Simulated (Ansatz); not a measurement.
# C₃H₆FNSi: basis-set convergence

The task here is to estimate one member of a computed series from the others.

The runs use Ansatz 0.2.0, Gaussian basis; one geometry, several basis sets.

Levels to be run: PBE0-D4/def2-SVP; ωB97M-V/def2-SVP; PBE0-D4/def2-QZVPP; ωB97M-V/def2-QZVPP; the functionals' def2-TZVPP values are taken from earlier runs.

## Structure used throughout

An earlier PBE0-D4 in a triple-zeta def2 set relaxation fixed the geometry.

12 atoms, charge 0, spin multiplicity 1.

Atoms are counted from 1 here; the program's logs count them from 0.

Bond lengths: C1–C2 1.526 Å, C1–H7 1.092 Å, C1–H8 1.092 Å, C1–H9 1.092 Å, C2–Si3 1.848 Å, C2–H10 1.096 Å, C2–H11 1.095 Å, Si3–F4 1.593 Å, Si3–C5 1.758 Å, Si3–N6 1.757 Å, C5–N6 1.293 Å, C5–H12 1.092 Å. Angles: C2–C1–H7 111.4°, C2–C1–H8 110.9°, C2–C1–H9 111.4°, H7–C1–H8 107.9°, H7–C1–H9 107.4°, H8–C1–H9 107.7°, C1–C2–Si3 113.2°, C1–C2–H10 111.0°, C1–C2–H11 111.2°, Si3–C2–H10 107.1°, Si3–C2–H11 108.2°, H10–C2–H11 105.7°, C2–Si3–F4 109.5°, C2–Si3–C5 128.1°, C2–Si3–N6 122.1°, F4–Si3–C5 120.6°, F4–Si3–N6 117.3°, C5–Si3–N6 43.2° and more.

The first run:

in.yaml reads:

```yaml
crystal:
  periodic: [false, false, false]
  atoms:
    - {symbol: C, position_ang: [1.191223, 0.155887, -1.040349]}
    - {symbol: C, position_ang: [0.824851, -0.723123, 0.151476]}
    - {symbol: Si, position_ang: [-0.782598, -0.254443, 0.934486]}
    - {symbol: F, position_ang: [-1.062484, -1.205139, 2.181311]}
    - {symbol: C, position_ang: [-2.064589, 0.743666, 0.264003]}
    - {symbol: N, position_ang: [-1.304578, 1.418454, 1.063339]}
    - {symbol: H, position_ang: [1.256867, 1.207341, -0.754098]}
    - {symbol: H, position_ang: [2.155737, -0.138412, -1.459119]}
    - {symbol: H, position_ang: [0.446477, 0.080160, -1.835682]}
    - {symbol: H, position_ang: [1.592000, -0.666072, 0.931912]}
    - {symbol: H, position_ang: [0.771592, -1.778300, -0.135530]}
    - {symbol: H, position_ang: [-2.947397, 1.104882, -0.267851]}
basis:
  gaussian: {orbitals: def2-SVP}
hamiltonian: {xc: pbe0, dispersion: d4}
output: {orbitals: {seedname: orbitals}}
```

Launch:

```sh
> ansatz run in.yaml --threads 4 --pin off --events-out ev --progress --plain --max-ram 10444MiB
```

Steps of the session up to this table: PBE0-D4 in def2-SVP; ωB97M-V in def2-SVP; PBE0-D4 in def2-QZVPP; ωB97M-V in def2-QZVPP.

One table of the session follows, with a row left open; its other results are not shown here.

| functional | basis | HOMO (eV) |
| --- | --- | --- |
| PBE0-D4 | def2-SVP | -6.52 |
| PBE0-D4 | def2-TZVPP | ? |
| PBE0-D4 | def2-QZVPP | -6.63 |
| ωB97M-V | def2-SVP | -8.74 |
| ωB97M-V | def2-TZVPP | -8.83 |
| ωB97M-V | def2-QZVPP | -8.87 |

**Question.** Estimate the row for PBE0-D4, def2-TZVPP.

**Answer.** HOMO (eV): -6.60. In the column «HOMO (eV)» it lies between PBE0-D4, def2-QZVPP (-6.63) and PBE0-D4, def2-SVP (-6.52).
